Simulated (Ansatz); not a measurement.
# Al3Ga5As8: band edges up the ladder

The task here is to estimate one member of a computed series from the others.

Method: DFT PBEsol, scalar-relativistic, plane waves, PAW, in Ansatz 0.2.0.

That is the level of the relaxation; later steps name their own.

## Starting point

The structure is trigonal, space group R3m (No. 160). Conventional cell: a = 7.999 Å, b = 7.999 Å, c = 19.594 Å, α = 90.00°, β = 90.00°, γ = 120.00°. Al (site symmetry m) has 4 As at 2.45 Å as nearest neighbours. Ga (site symmetry 3m) is surrounded by 4 As at 2.45 Å. Ga (site symmetry m) has 4 As at 2.45 Å as nearest neighbours. Around As (site symmetry m) lie 1 Al at 2.45 Å and 3 Ga at 2.45 Å. As (site symmetry 3m) is surrounded by 3 Al at 2.45 Å and 1 Ga at 2.45 Å. Around As (site symmetry 3m) lie 4 Ga at 2.45 Å. Around As (site symmetry m) lie 2 Al at 2.45 Å and 2 Ga at 2.45 Å.

Coordinates:

```cif
data_structure
_symmetry_space_group_name_H-M 'R3m:H'
_symmetry_Int_Tables_number 160
_cell_length_a 7.9993
_cell_length_b 7.9993
_cell_length_c 19.5942
_cell_angle_alpha 90.000
_cell_angle_beta 90.000
_cell_angle_gamma 120.000
_cell_volume 1085.83
loop_
_atom_site_label
_atom_site_type_symbol
_atom_site_symmetry_multiplicity
_atom_site_Wyckoff_symbol
_atom_site_fract_x
_atom_site_fract_y
_atom_site_fract_z
_atom_site_occupancy
Al1 Al 9 b 0.16667 0.83333 0.33333 1
Ga1 Ga 3 a 0.00000 0.00000 0.50000 1
Ga2 Ga 3 a 0.66667 0.33333 0.33333 1
Ga3 Ga 9 b 0.00000 0.50000 0.50000 1
As1 As 9 b 0.16667 0.83333 0.45833 1
As2 As 3 a 0.00000 0.00000 0.62500 1
As3 As 3 a 0.66667 0.33333 0.45833 1
As4 As 9 b 0.00000 0.50000 0.62500 1
```

Set-up of the first run:

(A quick probe on a coarse mesh, which set the mesh and smearing, is not shown.)

input.yaml reads:

```yaml
crystal:
  lattice:
    - [-5.6563625, 5.6563625, 0.0]
    - [-5.6563625, 0.0, 5.6563625]
    - [0.0, 5.6563625, 5.6563625]
  atoms:
    - { symbol: Al, position: [0.0, 0.0, 0.0] }
    - { symbol: Al, position: [0.5, 0.0, 0.0] }
    - { symbol: Al, position: [0.0, 0.5, 0.0] }
    - { symbol: Ga, position: [0.0, 0.0, 0.5] }
    - { symbol: Ga, position: [0.5, 0.5, 0.0] }
    - { symbol: Ga, position: [0.5, 0.0, 0.5] }
    - { symbol: Ga, position: [0.0, 0.5, 0.5] }
    - { symbol: Ga, position: [0.5, 0.5, 0.5] }
    - { symbol: As, position: [0.875, 0.875, 0.375] }
    - { symbol: As, position: [0.375, 0.875, 0.375] }
    - { symbol: As, position: [0.875, 0.375, 0.375] }
    - { symbol: As, position: [0.875, 0.875, 0.875] }
    - { symbol: As, position: [0.375, 0.375, 0.375] }
    - { symbol: As, position: [0.375, 0.875, 0.875] }
    - { symbol: As, position: [0.875, 0.375, 0.875] }
    - { symbol: As, position: [0.375, 0.375, 0.875] }
basis:
  ecutwfc: 420
kpoints:
  mp_grid: { grid: [4, 4, 4] }
hamiltonian:
  xc: pbesol
scf:
  occupations: { method: gaussian, width: 0.02 }
output:
  forces: true
  stress: true
  eigenvalues: true
  write_density: true
  write_potential: true
  elf: true
  volumetric_format: npy
relax:
  adjacent_minimum: "off"
  f_tol: 0.005
  max_steps: 80
  cell: { stress_tol: 0.05 }
```

Launch:

```sh
ansatz run input.yaml --threads 4 --pin off --max-ram 10240MiB --backend cpu --events-out ev --progress --plain --runs-dir out
```

Among the steps run: The relaxation; Band edges over the whole zone; The run at PBEsol; Levels with PBEsol on the hybrid's mesh; The run at HSE06; The run at PBEsol, spin-orbit coupling; Levels with r2SCAN.

One table of the session follows, with a row left open; its other results are not shown here.

```
                      level  gap (eV)  least direct gap (eV)
                     PBEsol         ?                      ?
PBEsol on the hybrid's mesh      0.72                   0.72
                      HSE06      1.71                   1.71
PBEsol, spin-orbit coupling      0.63                   0.63
                     r2SCAN      1.28                   1.28
```

**Question.** Estimate the row for PBEsol.

As computed: gap (eV): 0.74; least direct gap (eV): 0.74. In the column «gap (eV)» it lies between PBEsol on the hybrid's mesh (0.72) and r2SCAN (1.28).

Gaps are by band count over the mesh and the named points; a gap of 0 means that the bands overlap or touch.
